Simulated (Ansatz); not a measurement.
# C₃H₃F₃O: how energies converge with the basis set

How large a basis does C₃H₃F₃O need? Two functionals are run in growing sets.

Program: Ansatz 0.2.0, Gaussian basis. Level of theory: one geometry, several basis sets. These are calculated values, not measurements.

Plan: PBE0-D4/def2-SVP; ωB97M-V/def2-SVP; PBE0-D4/def2-QZVPP; ωB97M-V/def2-QZVPP; the functionals' def2-TZVPP values are taken from earlier runs.

**1. The geometry**

An earlier PBE0-D4 in a triple-zeta def2 set relaxation fixed the geometry.

10 atoms, charge 0, spin multiplicity 1.

Atoms are counted from 1 here; the program's logs count them from 0.

Bond lengths: O1–C2 1.197 Å, C2–C3 1.511 Å, C2–H8 1.108 Å, C3–C4 1.505 Å, C3–H9 1.095 Å, C3–H10 1.090 Å, C4–F5 1.341 Å, C4–F6 1.336 Å, C4–F7 1.339 Å. Angles: O1–C2–C3 122.7°, O1–C2–H8 121.4°, C3–C2–H8 115.9°, C2–C3–C4 113.1°, C2–C3–H9 108.2°, C2–C3–H10 109.8°, C4–C3–H9 107.4°, C4–C3–H10 109.8°, H9–C3–H10 108.5°, C3–C4–F5 111.5°, C3–C4–F6 111.4°, C3–C4–F7 111.5°, F5–C4–F6 107.5°, F5–C4–F7 107.2°, F6–C4–F7 107.5°.

**2. PBE0-D4 in def2-SVP**

in.yaml reads:

```yaml
crystal:
  periodic: [false, false, false]
  atoms:
    - {symbol: O, position_ang: [-2.075183, -0.018956, -1.339160]}
    - {symbol: C, position_ang: [-0.903791, 0.040373, -1.102047]}
    - {symbol: C, position_ang: [-0.363530, 0.411715, 0.259175]}
    - {symbol: C, position_ang: [0.896766, -0.330467, 0.615801]}
    - {symbol: F, position_ang: [1.881106, -0.075485, -0.258559]}
    - {symbol: F, position_ang: [1.338875, 0.012728, 1.828745]}
    - {symbol: F, position_ang: [0.702332, -1.655038, 0.617045]}
    - {symbol: H, position_ang: [-0.145724, -0.149985, -1.887919]}
    - {symbol: H, position_ang: [-0.122968, 1.480041, 0.251259]}
    - {symbol: H, position_ang: [-1.124683, 0.233873, 1.018661]}
basis:
  gaussian: {orbitals: def2-SVP}
hamiltonian: {xc: pbe0, dispersion: d4}
output: {orbitals: {seedname: orbitals}}
```

The runs that follow: ωB97M-V in def2-SVP; PBE0-D4 in def2-QZVPP; ωB97M-V in def2-QZVPP.

Before running them: what should the planned runs give, taken together? Wanted: PBE0-D4: double and triple zeta above quadruple; ωB97M-V: double and triple zeta above quadruple.

**Answer**, as computed:

| quantity | value |
| --- | --- |
| PBE0-D4: double and triple zeta above quadruple | 16.48, 0.68 eV |
| ωB97M-V: double and triple zeta above quadruple | 16.84, 0.64 eV |

What this shows: For PBE0-D4 the step from double to triple zeta gains 15.80 eV and the next only 0.68 eV. These are total energies; as a rule much of such shifts cancels in differences, which this series doesn't test.
